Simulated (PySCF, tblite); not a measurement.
# C7H8BN: geometry, infrared bands and NMR shifts

What infrared bands and NMR shifts should C7H8BN (`C#C[BH2-][n+]1ccccc1`) show?

Programs: tblite 0.8.0 and PySCF 2.14.0, with density-fitted response routines of our own. Each step states its level of theory. These are calculated values for one molecule in the gas phase, unless marked as measured. Atoms count from 0, in the outputs and in this text.

## Step 1: The molecule as given

17 atoms, charge 0, multiplicity 1; geometry from: force field or distance geometry start.

Bonds of the start (Å): C0–C1 1.22, C1–B2 1.54, B2–N3 1.54, N3–C4 1.33, C4–C5 1.39, C5–C6 1.38, C6–C7 1.38, C7–C8 1.39, C8–N3 1.36, C0–H9 1.06, B2–H10 1.20, B2–H11 1.20, C4–H12 1.10, C5–H13 1.09, C6–H14 1.07, C7–H15 1.09, C8–H16 1.08.

## Step 2: Geometry optimisation with GFN2-xTB

Job settings and geometry (Å):

```
{"job": {"kind": "relax", "xc": "GFN2-xTB", "basis": "xTB"}, "charge": 0, "multiplicity": 1}
C      3.579400     0.230800     0.157700
C      2.548100    -0.402400    -0.026400
B      1.265300    -1.222500    -0.244200
N      0.036000    -0.358200     0.094700
C      0.058300     0.973700     0.161800
C     -1.113400     1.644700     0.481400
C     -2.292800     0.987700     0.757900
C     -2.272200    -0.389600     0.703400
C     -1.102500    -1.057800     0.370300
H      4.457600     0.800700     0.333300
H      1.221000    -1.614200    -1.380100
H      1.255000    -2.175200     0.483000
H      0.979000     1.535100    -0.050400
H     -1.151500     2.732800     0.539800
H     -3.209700     1.472800     1.019500
H     -3.147000    -1.009100     0.908600
H     -1.117600    -2.137300     0.329100
```

Command:

```console
$ OMP_NUM_THREADS=1 python probes_run.py task.json out
```

This one command runs all jobs of the session in turn.

**Question.** This job is followed by: GFN2-xTB harmonic vibrations, gas phase; GIAO PBE0/pcSseg-1 NMR shielding, non-relativistic, gas phase. Predict these results of the whole session: strongest single infrared mode (GFN2-xTB); zero-point energy (GFN2-xTB); 13C shifts against TMS (PBE0/pcSseg-1, means over atoms taken as alike); 1H shifts against TMS (PBE0/pcSseg-1, means over atoms taken as alike); 11B shifts against BF3·OEt2 (PBE0/pcSseg-1); 15N shifts against NH3 (PBE0/pcSseg-1).

As calculated:

```
                                                               quantity                                 value
                              strongest single infrared mode (GFN2-xTB)                 2406 cm⁻¹, 236 km/mol
                                           zero-point energy (GFN2-xTB)                         80.2 kcal/mol
13C shifts against TMS (PBE0/pcSseg-1, means over atoms taken as alike)  153.6, 145.2, 130.7, 103.7, 94.5 ppm
 1H shifts against TMS (PBE0/pcSseg-1, means over atoms taken as alike)      9.49, 8.09, 7.68, 3.48, 1.95 ppm
                            11B shifts against BF3·OEt2 (PBE0/pcSseg-1)                             -22.8 ppm
                                 15N shifts against NH3 (PBE0/pcSseg-1)                             283.8 ppm
```

In words: Relaxing lowered the energy by 0.232 eV in 47 steps; the close pair that moved most is N3–C8, from 1.364 to 1.331 Å. All 45 modes are real, so the xTB geometry is a minimum. The strongest single mode, at 2406 cm⁻¹, moves mainly H11. GFN2-xTB is a fitted tight-binding method: band positions and strengths are rough. Its intensities can rank the bands wrongly. At PBE0/pcSseg-1: The widest tensor belongs to N3: span 423 ppm, with a paramagnetic part of -347 ppm. NICS(1)zz of -27 ppm above the planar ring from N3 marks a diatropic (aromatic) ring current.
